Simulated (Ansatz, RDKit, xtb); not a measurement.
**C4H6BCl2N: ranking a sample of isomers**

A sample of isomers of C4H6BCl2N is drawn. Aim: find which of them has the lowest free energy at 298.15 K, then its properties. The sample is small against all isomers, and the most stable one of this formula need not be in it.

The funnel: GFN2-xTB relaxations, single points with a density functional, relaxations at PBE0-D3(BJ)/def2-SVP, harmonic vibrations (at GFN2-xTB), and a last energy at a higher level. All values are calculated.

## 1. Candidates

Isomers were taken from a list of plausible structures; this is a sample, not all of them. That gives 9 candidates.

```
label                SMILES     spin
 c167  ClB(Cl)[C@@H]1CC=NC1  singlet
 c222      C=CC(=N)CB(Cl)Cl  singlet
 c334      N=C/C=C\CB(Cl)Cl  singlet
 c358     CB1CC(Cl)(Cl)C=N1  singlet
 c607   CC[C@H](C#N)B(Cl)Cl  singlet
 c661     CC(C)(C#N)B(Cl)Cl  singlet
 c766   C[C@H](CC#N)B(Cl)Cl  singlet
 c774   C[C@H](C#N)CB(Cl)Cl  singlet
 c807      N=C/C=C/CB(Cl)Cl  singlet
```

Candidates are built by distance geometry, with a force field where one applies, in up to four conformers (letters a to d).

## 2. Search with GFN2-xTB

All 30 starts are relaxed the same way. One of them, c661a (taken from a list of plausible isomers, embedded by distance geometry and UFF), in full:

Input file start.xyz:

```xyz
14
c661a
C      0.108653    -1.418567     1.230702
C      0.021131    -1.572870    -0.354868
C     -1.152803    -0.748932    -0.896368
C     -0.170610    -3.047282    -0.671812
B      1.424747    -1.097153    -0.948183
Cl     1.509813     0.238356    -2.172911
Cl     3.031643    -1.998943    -0.529853
N     -0.343875    -4.107126    -0.922395
H      0.915682    -2.083107     1.631199
H      0.326945    -0.409511     1.517888
H     -0.862145    -1.772544     1.671993
H     -1.207032    -0.832514    -1.962961
H     -1.027453     0.325226    -0.626030
H     -2.061780    -1.110915    -0.409561
```

Started as:

```sh
$ xtb start.xyz --gfn 2 --opt
```

The log of the run (excerpt; [...] marks lines left out):

```text
* xtb version 6.7.1
[...]
          :  # basis functions                  50          :
[...]
          :  # electrons                        44          :
[...]
          :  Hamiltonian                  GFN2-xTB          :
[...]
          :  net charge                          0          :
          :  unpaired electrons                  0          :
[...]
   *** convergence criteria satisfied after 16 iterations ***
[...]
   *** GEOMETRY OPTIMIZATION CONVERGED AFTER 17 ITERATIONS ***
[...]
   *** convergence criteria satisfied after 3 iterations ***
[...]
         ::                     SUMMARY                     ::
         :::::::::::::::::::::::::::::::::::::::::::::::::::::
         :: total energy             -24.903771653216 Eh    ::
         :: gradient norm              0.000432899360 Eh/a0 ::
         :: HOMO-LUMO gap              3.847829390868 eV    ::
         ::.................................................::
         :: SCC energy               -25.181601937899 Eh    ::
         :: -> isotropic ES            0.045914488098 Eh    ::
         :: -> anisotropic ES          0.002108630104 Eh    ::
         :: -> anisotropic XC          0.019815668249 Eh    ::
         :: -> dispersion             -0.012196367956 Eh    ::
         :: repulsion energy           0.277830284683 Eh    ::
         :: add. restraining           0.000000000000 Eh    ::
         :: total charge               0.000000000000 e     ::
         :::::::::::::::::::::::::::::::::::::::::::::::::::::
[...]
        22        2.0000           -0.4263990             -11.6029 (HOMO)
        23                         -0.2849939              -7.7551 (LUMO)
[...]
     #   Z          covCN         q      C6AA      α(0)
     1   6          3.765    -0.105    22.555     6.769
     2   6          3.827    -0.040    21.271     6.563
     3   6          3.766    -0.108    22.605     6.776
     4   6          1.927     0.112    28.332     8.596
     5   5          2.550     0.409    16.552     6.985
     6  17          0.929    -0.178   104.746    15.658
     7  17          0.930    -0.184   104.924    15.671
     8   7          0.911    -0.228    25.982     7.372
     9   1          0.925     0.054     2.276     2.359
    10   1          0.925     0.050     2.324     2.384
    11   1          0.925     0.060     2.202     2.321
    12   1          0.925     0.051     2.305     2.374
    13   1          0.925     0.052     2.293     2.368
    14   1          0.925     0.057     2.237     2.339
[...]
     #   Z sym  total        # sym  WBO       # sym  WBO       # sym  WBO
 ---------------------------------------------------------------------------
     1   6      3.989 --     9      0.985    10      0.984    11      0.983
                             2      0.955
     2   6      3.990 --     4      1.013     3      0.971     1      0.955
                             5      0.949
     3   6      3.990 --    12      0.986    14      0.985    13      0.983
                             2      0.971
     4   6      3.943 --     8      2.842     2      1.013
     5   5      3.365 --     6      1.160     7      1.154     2      0.949
     6  17      1.276 --     5      1.160
     7  17      1.269 --     5      1.154
     8   7      3.018 --     4      2.842
     9   1      0.997 --     1      0.985
    10   1      0.998 --     1      0.984
[...]
molecular dipole:
                 x           y           z       tot (Debye)
 q only:       -0.486       0.813       0.575
   full:       -0.150       1.196       0.529       3.345
molecular quadrupole (traceless):
[...]
          | TOTAL ENERGY              -24.903771653216 Eh   |
          | GRADIENT NORM               0.000432899360 Eh/α |
          | HOMO-LUMO GAP               3.847829390868 eV   |
           -------------------------------------------------
[...]
```

It took 0.15 s on 4 threads of Arm Neoverse V1, shared host.

## 3. What the search left

30 of the 30 relaxations converged; 3 ended on a minimum already found. 27 distinct structures remain, the lowest 22 here:

```
label  start             SMILES after     spin  energy (kcal/mol)           note
c167b  drawn     ClB(Cl)[C@@H]1CC=NC1  singlet                0.0               
c334d  drawn  Cl[B-]1(Cl)CC=CC=[NH+]1  singlet                1.2  bonds changed
c774c  drawn      C[C@H](C#N)CB(Cl)Cl  singlet               13.6               
c774a  drawn      C[C@H](C#N)CB(Cl)Cl  singlet               13.6               
c607b  drawn      CC[C@H](C#N)B(Cl)Cl  singlet               14.4               
c607c  drawn      CC[C@H](C#N)B(Cl)Cl  singlet               14.6               
c607a  drawn      CC[C@H](C#N)B(Cl)Cl  singlet               14.6               
c774d  drawn      C[C@H](C#N)CB(Cl)Cl  singlet               14.8               
c766d  drawn      C[C@H](CC#N)B(Cl)Cl  singlet               14.9               
c661a  drawn        CC(C)(C#N)B(Cl)Cl  singlet               14.9               
c607d  drawn      CC[C@H](C#N)B(Cl)Cl  singlet               14.9               
c766b  drawn      C[C@H](CC#N)B(Cl)Cl  singlet               14.9               
c774b  drawn      C[C@H](C#N)CB(Cl)Cl  singlet               15.0               
c766a  drawn      C[C@H](CC#N)B(Cl)Cl  singlet               15.0               
c766c  drawn      C[C@H](CC#N)B(Cl)Cl  singlet               15.1               
c661b  drawn        CC(C)(C#N)B(Cl)Cl  singlet               15.3               
c222b  drawn         C=CC(=N)CB(Cl)Cl  singlet               26.9               
c222a  drawn         C=CC(=N)CB(Cl)Cl  singlet               27.1               
c222c  drawn         C=CC(=N)CB(Cl)Cl  singlet               27.5               
c222d  drawn         C=CC(=N)CB(Cl)Cl  singlet               28.5               
c807c  drawn         N=C/C=C/CB(Cl)Cl  singlet               28.9               
c807d  drawn         N=C/C=C/CB(Cl)Cl  singlet               28.9
```

## 4. Single points on the low minima

A choice of the minima (the low ones first, few conformers of a pattern, up to a cap) and the lowest that fell apart get a single point at r2SCAN-D4/def2-SVP on the tight-binding geometry, and one at HF/STO-3G for comparison. The lowest singlets are also tried as triplets at the same geometry (label ending in t). Within 30 kcal/mol but not screened, among others: c607a, c774d, c607d, c774b, c766a, c766c, c222c, c222d, c807a. The first, c167b:

Input file input.yaml:

```yaml
crystal:
  periodic: [false, false, false]
  atoms:
    - {symbol: C, position_ang: [0.996957, -0.790506, -0.722116]}
    - {symbol: C, position_ang: [2.071834, -0.407930, -1.760123]}
    - {symbol: C, position_ang: [1.307073, -0.491321, -3.051152]}
    - {symbol: C, position_ang: [-0.329572, -0.699093, -1.573642]}
    - {symbol: B, position_ang: [0.897729, 0.112163, 0.575470]}
    - {symbol: Cl, position_ang: [0.261646, -0.535479, 2.038302]}
    - {symbol: Cl, position_ang: [1.331704, 1.775542, 0.544930]}
    - {symbol: "N", position_ang: [0.063988, -0.640174, -2.949871]}
    - {symbol: H, position_ang: [1.125059, -1.843975, -0.458384]}
    - {symbol: H, position_ang: [2.931119, -1.077164, -1.747129]}
    - {symbol: H, position_ang: [2.434623, 0.613861, -1.623408]}
    - {symbol: H, position_ang: [1.782304, -0.410030, -4.015529]}
    - {symbol: H, position_ang: [-0.907593, 0.202766, -1.351552]}
    - {symbol: H, position_ang: [-0.979163, -1.559485, -1.411415]}
basis:
  gaussian:
    orbitals: def2-SVP
total_charge: 0
magnetization:
  spin_polarized: false
  initial_magnetization: 0
hamiltonian:
  xc: {name: r2SCAN}
  dispersion: d4
scf:
  lower_state_search: off
```

Started as:

```sh
$ ansatz run input.yaml --threads 4 --pin off --max-ram 7830MiB --events-out events.jsonl --progress --plain --runs-dir runs
```

The log of the run (excerpt; [...] marks lines left out):

```text
Warning: RAYON_NUM_THREADS=4 ignored (pool sized by the plan → 4); use --threads N
Functional definition: r2SCAN
  name "r2SCAN"
[...]
1696 factors; their error is unknown
[...]
mean field -31441.45028897 eV, -1155.4519863392 hartree, gradient 4.8e-6 eV, S^2 0.000000; 0 other end points of the search recorded, 0 dependent functions left out
reference -31441.45029876 eV, -1155.4519866989 hartree; 38, 38 occupied and 112, 112 virtual orbitals, 1696 factors
Total energy: -31441.56494124 eV, -1155.4561997324 hartree
Checks for a lower state left out: stability, starts, cluster_reference, orbital_swaps, neighbouring_geometries, increment
```

Run time: 2.5 s. Hardware: 4 threads of Arm Neoverse V1, shared host; peak memory 0.22 GiB.

Relative energies in kcal/mol, each column from its lowest structure that stays in one piece:

```
 label                   SMILES     spin  GFN2-xTB  HF/STO-3G  r2SCAN-D4/def2-SVP
 c334d  Cl[B-]1(Cl)CC=CC=[NH+]1  singlet       1.2        0.0                 0.0
 c774a      C[C@H](C#N)CB(Cl)Cl  singlet      13.6        7.1                19.0
 c774c      C[C@H](C#N)CB(Cl)Cl  singlet      13.6        7.2                19.1
 c167b     ClB(Cl)[C@@H]1CC=NC1  singlet       0.0        7.4                20.3
 c766d      C[C@H](CC#N)B(Cl)Cl  singlet      14.9        9.7                20.4
 c766b      C[C@H](CC#N)B(Cl)Cl  singlet      14.9        8.9                20.5
 c607b      CC[C@H](C#N)B(Cl)Cl  singlet      14.4        9.6                21.0
 c607c      CC[C@H](C#N)B(Cl)Cl  singlet      14.6        9.6                21.0
 c661b        CC(C)(C#N)B(Cl)Cl  singlet      15.3       10.8                21.3
 c661a        CC(C)(C#N)B(Cl)Cl  singlet      14.9       11.2                21.6
 c222b         C=CC(=N)CB(Cl)Cl  singlet      26.9       54.9                32.4
 c807d         N=C/C=C/CB(Cl)Cl  singlet      28.9       53.4                33.9
 c807c         N=C/C=C/CB(Cl)Cl  singlet      28.9       53.3                33.9
 c222a         C=CC(=N)CB(Cl)Cl  singlet      27.1       54.2                33.9
c334dt  Cl[B-]1(Cl)CC=CC=[NH+]1  triplet         –          –                61.3
c774at      C[C@H](C#N)CB(Cl)Cl  triplet         –          –               145.3
```

Measured from c334d, GFN2-xTB misplaces c167b by 21 kcal/mol against r2SCAN-D4/def2-SVP, so minima dropped on its energies alone could hide the lowest isomer.

## 5. Refinement at PBE0-D3(BJ)/def2-SVP

3 candidates are relaxed at PBE0-D3(BJ)/def2-SVP (chosen among the lowest in one piece, one conformer a pattern). The first, c334d:

Input file input.yaml:

```yaml
crystal:
  periodic: [false, false, false]
  atoms:
    - {symbol: C, position_ang: [0.618265, 0.834697, -0.738476]}
    - {symbol: C, position_ang: [0.845108, -0.381596, -0.039049]}
    - {symbol: C, position_ang: [-0.082359, -1.361789, -0.011671]}
    - {symbol: C, position_ang: [-1.379896, -1.287789, -0.706741]}
    - {symbol: B, position_ang: [-1.736083, 0.180082, -1.317146]}
    - {symbol: Cl, position_ang: [-2.336462, 0.115450, -3.060257]}
    - {symbol: Cl, position_ang: [-2.928112, 1.122867, -0.240573]}
    - {symbol: "N", position_ang: [-0.492525, 1.087987, -1.338771]}
    - {symbol: H, position_ang: [-0.603741, 1.978363, -1.809264]}
    - {symbol: H, position_ang: [1.413516, 1.573428, -0.758236]}
    - {symbol: H, position_ang: [1.790623, -0.493071, 0.468262]}
    - {symbol: H, position_ang: [0.134926, -2.272885, 0.531758]}
    - {symbol: H, position_ang: [-2.158031, -1.635765, -0.020349]}
    - {symbol: H, position_ang: [-1.362854, -2.049240, -1.496140]}
basis:
  gaussian:
    orbitals: def2-SVP
magnetization:
  spin_polarized: false
hamiltonian:
  xc: pbe0
  dispersion: d3bj
scf:
  lower_state_search: "off"
relax:
  f_tol: 0.006
```

Started as:

```sh
$ ansatz run input.yaml --threads 4 --pin off --max-ram 7830MiB --events-out events.jsonl --progress --plain --runs-dir runs
```

The log of the run:

```text
Warning: RAYON_NUM_THREADS=4 ignored (pool sized by the plan → 4); use --threads N
The last accepted step is kept in runs//last_step.txt (removed where the run ends without a failure and the disk answers)
Functional definition: PBE0
  name "PBE0"
  parameter a = 0.25
  parameter kappa = 0.804
  parameter beta = 0.06672455060314922
  exchange = (1 - a)*pbe_x(kappa = kappa, mu = beta*pi^2/3) + a*exact_x
  correlation = pbe_c(beta = beta)
these checks for a lower state are left out or cut short: stability, starts, cluster_reference, orbital_swaps, neighbouring_geometries, increment
1672 factors; integrals over basis functions are off by at most 2.7e-4 eV
mean field evaluation 1: about -31425.6415 eV, gradient 5.0e1 eV
mean field evaluation 2: about -31424.0547 eV, gradient 5.7e1 eV
mean field evaluation 4: about -31431.7311 eV, gradient 3.6e0 eV
mean field evaluation 8: about -31431.8413 eV, gradient 2.1e-1 eV
mean field evaluation 16: about -31431.8414 eV, gradient 4.2e-5 eV
mean field -31431.84142029 eV, -1155.0988669284 hartree, gradient 5.5e-6 eV, S^2 0.000000; 0 other end points of the search recorded, 0 dependent functions left out
the calculation of the forces begins
reference -31431.84144787 eV, -1155.0988679417 hartree; 38, 38 occupied and 112, 112 virtual orbitals, 1672 factors
relax step   1: F+E_penalty+E_count = -31432.25133038 eV  Δ(F+E_penalty+E_count) = +0.000e0 eV  max|allowed force component| = 6.827e-1 eV/Å  Δτ_max = 0.0000 Å  (16 SCF iters, accepted)
these checks for a lower state are left out or cut short: stability, starts, cluster_reference, orbital_swaps, neighbouring_geometries, increment
1672 factors; integrals over basis functions are off by at most 2.8e-4 eV
mean field -31431.87561558 eV, -1155.1001235820 hartree, gradient 2.0e-6 eV, S^2 0.000000; 0 other end points of the search recorded, 0 dependent functions left out
the calculation of the forces begins
reference -31431.87564323 eV, -1155.1001245981 hartree; 38, 38 occupied and 112, 112 virtual orbitals, 1672 factors
relax step   2: F+E_penalty+E_count = -31432.28410481 eV  Δ(F+E_penalty+E_count) = -3.277e-2 eV  max|allowed force component| = 2.441e-1 eV/Å  Δτ_max = 0.0376 Å  (21 SCF iters, accepted)
these checks for a lower state are left out or cut short: stability, starts, cluster_reference, orbital_swaps, neighbouring_geometries, increment
1672 factors; integrals over basis functions are off by at most 2.8e-4 eV
mean field evaluation 32: about -31431.8809 eV, gradient 1.3e-6 eV
mean field -31431.88085869 eV, -1155.1003162628 hartree, gradient 1.7e-6 eV, S^2 0.000000; 0 other end points of the search recorded, 0 dependent functions left out
the calculation of the forces begins
reference -31431.88088638 eV, -1155.1003172806 hartree; 38, 38 occupied and 112, 112 virtual orbitals, 1672 factors
relax step   3: F+E_penalty+E_count = -31432.28860517 eV  Δ(F+E_penalty+E_count) = -4.500e-3 eV  max|allowed force component| = 5.874e-2 eV/Å  Δτ_max = 0.0173 Å  (22 SCF iters, accepted)
[... from here on, the SCF cycles and remarks between the steps are left out ...]
relax step   4: F+E_penalty+E_count = -31432.28921247 eV  Δ(F+E_penalty+E_count) = -6.073e-4 eV  max|allowed force component| = 4.682e-2 eV/Å  Δτ_max = 0.0111 Å  (14 SCF iters, accepted)
relax step   5: F+E_penalty+E_count = -31432.28958156 eV  Δ(F+E_penalty+E_count) = -3.691e-4 eV  max|allowed force component| = 4.431e-2 eV/Å  Δτ_max = 0.0169 Å  (16 SCF iters, accepted)
relax step   6: F+E_penalty+E_count = -31432.28996086 eV  Δ(F+E_penalty+E_count) = -3.793e-4 eV  max|allowed force component| = 1.783e-2 eV/Å  Δτ_max = 0.0099 Å  (15 SCF iters, accepted)
relax step   7: F+E_penalty+E_count = -31432.29026119 eV  Δ(F+E_penalty+E_count) = -3.003e-4 eV  max|allowed force component| = 1.602e-2 eV/Å  Δτ_max = 0.0144 Å  (15 SCF iters, accepted)
relax step   8: F+E_penalty+E_count = -31432.29097989 eV  Δ(F+E_penalty+E_count) = -7.187e-4 eV  max|allowed force component| = 5.024e-2 eV/Å  Δτ_max = 0.0570 Å  (20 SCF iters, accepted)
relax step   9: F+E_penalty+E_count = -31432.29134841 eV  Δ(F+E_penalty+E_count) = -3.685e-4 eV  max|allowed force component| = 5.331e-2 eV/Å  Δτ_max = 0.0256 Å  (21 SCF iters, accepted)
relax step  10: F+E_penalty+E_count = -31432.29177142 eV  Δ(F+E_penalty+E_count) = -4.230e-4 eV  max|allowed force component| = 3.022e-2 eV/Å  Δτ_max = 0.0310 Å  (21 SCF iters, accepted)
relax step  11: F+E_penalty+E_count = -31432.29176143 eV  Δ(F+E_penalty+E_count) = +9.992e-6 eV  max|allowed force component| = 3.819e-2 eV/Å  Δτ_max = 0.0077 Å  (15 SCF iters, rejected (line search))
relax step  12: F+E_penalty+E_count = -31432.29184663 eV  Δ(F+E_penalty+E_count) = -7.521e-5 eV  max|allowed force component| = 1.164e-2 eV/Å  Δτ_max = 0.0039 Å  (15 SCF iters, accepted)
relax step  13: F+E_penalty+E_count = -31432.29178842 eV  Δ(F+E_penalty+E_count) = +5.820e-5 eV  max|allowed force component| = 1.868e-2 eV/Å  Δτ_max = 0.0068 Å  (15 SCF iters, rejected (line search))
these checks for a lower state are left out or cut short: stability, starts, cluster_reference, orbital_swaps, neighbouring_geometries, increment
1672 factors; integrals over basis functions are off by at most 2.8e-4 eV
mean field -31431.88240904 eV, -1155.1003732373 hartree, gradient 1.2e-6 eV, S^2 0.000000; 0 other end points of the search recorded, 0 dependent functions left out
the calculation of the forces begins
reference -31431.88243673 eV, -1155.1003742549 hartree; 38, 38 occupied and 112, 112 virtual orbitals, 1672 factors
relax step  14: F+E_penalty+E_count = -31432.29188346 eV  Δ(F+E_penalty+E_count) = -3.683e-5 eV  max|allowed force component| = 5.198e-3 eV/Å  Δτ_max = 0.0032 Å  (15 SCF iters, accepted)
Total energy: -31432.29191115 eV, -1155.1154221620 hartree
Atom 0 at     0.629306     0.818515    -0.766736 Å, force    -0.001172     0.000184     0.001527 eV/Å
Atom 1 at     0.832434    -0.371445     0.011931 Å, force    -0.000262     0.001186     0.000812 eV/Å
Atom 2 at    -0.111529    -1.342383     0.039717 Å, force    -0.002079    -0.001991    -0.000937 eV/Å
Atom 3 at    -1.364339    -1.283301    -0.746787 Å, force     0.005198     0.001267     0.000202 eV/Å
Atom 4 at    -1.765021     0.182527    -1.291539 Å, force    -0.001987     0.000869     0.000474 eV/Å
Atom 5 at    -2.472777     0.154823    -3.002147 Å, force    -0.000360     0.000288    -0.001036 eV/Å
Atom 6 at    -2.877054     1.089804    -0.107337 Å, force     0.001048     0.000530    -0.000200 eV/Å
Atom 7 at    -0.479727     1.073838    -1.372958 Å, force    -0.000618     0.001089     0.000080 eV/Å
Atom 8 at    -0.553756     1.948095    -1.888811 Å, force     0.000304    -0.002070     0.000279 eV/Å
Atom 9 at     1.443052     1.549610    -0.844012 Å, force     0.000256    -0.000280    -0.000582 eV/Å
Atom 10 at     1.773118    -0.468709     0.555829 Å, force    -0.000168    -0.000787    -0.001035 eV/Å
Atom 11 at     0.094078    -2.238603     0.638266 Å, force     0.000517     0.000860     0.000925 eV/Å
Atom 12 at    -2.193535    -1.718785    -0.165316 Å, force    -0.000129    -0.000417    -0.000045 eV/Å
Atom 13 at    -1.231875    -1.983247    -1.596752 Å, force    -0.000549    -0.000727    -0.000464 eV/Å
Dipole moment:     1.276377    -0.036433     0.281381 e Å
Checks for a lower state left out: stability, starts, cluster_reference, orbital_swaps, neighbouring_geometries, increment
```

Wall time 38 s (4 threads of Arm Neoverse V1, shared host); peak memory 0.43 GiB.

Energy change by step (eV): 0.0000, -0.0328, -0.0373, -0.0379, -0.0383, -0.0386, -0.0389, -0.0397, -0.0400, -0.0404, -0.0404, -0.0405, -0.0405, -0.0406.

After the run. Bond lengths: C1–C2 1.437 Å, C2–C3 1.354 Å, C3–C4 1.480 Å, C4–B5 1.614 Å, B5–Cl6 1.851 Å, B5–Cl7 1.861 Å, C1–N8 1.289 Å, B5–N8 1.566 Å, N8–H9 1.018 Å, C1–H10 1.097 Å, C2–H11 1.091 Å, C3–H12 1.097 Å, C4–H13 1.102 Å, C4–H14 1.109 Å. Some angles: C1–C2–C3 120.4°, C2–C1–N8 122.7°, C2–C3–C4 123.4°, C3–C4–B5 115.2°, C4–B5–Cl6 113.1°, C4–B5–Cl7 112.1°, C4–B5–N8 109.3°, Cl6–B5–Cl7 111.5°, Cl6–B5–N8 105.9°, Cl7–B5–N8 104.2°.

[end of part 1 of 2]
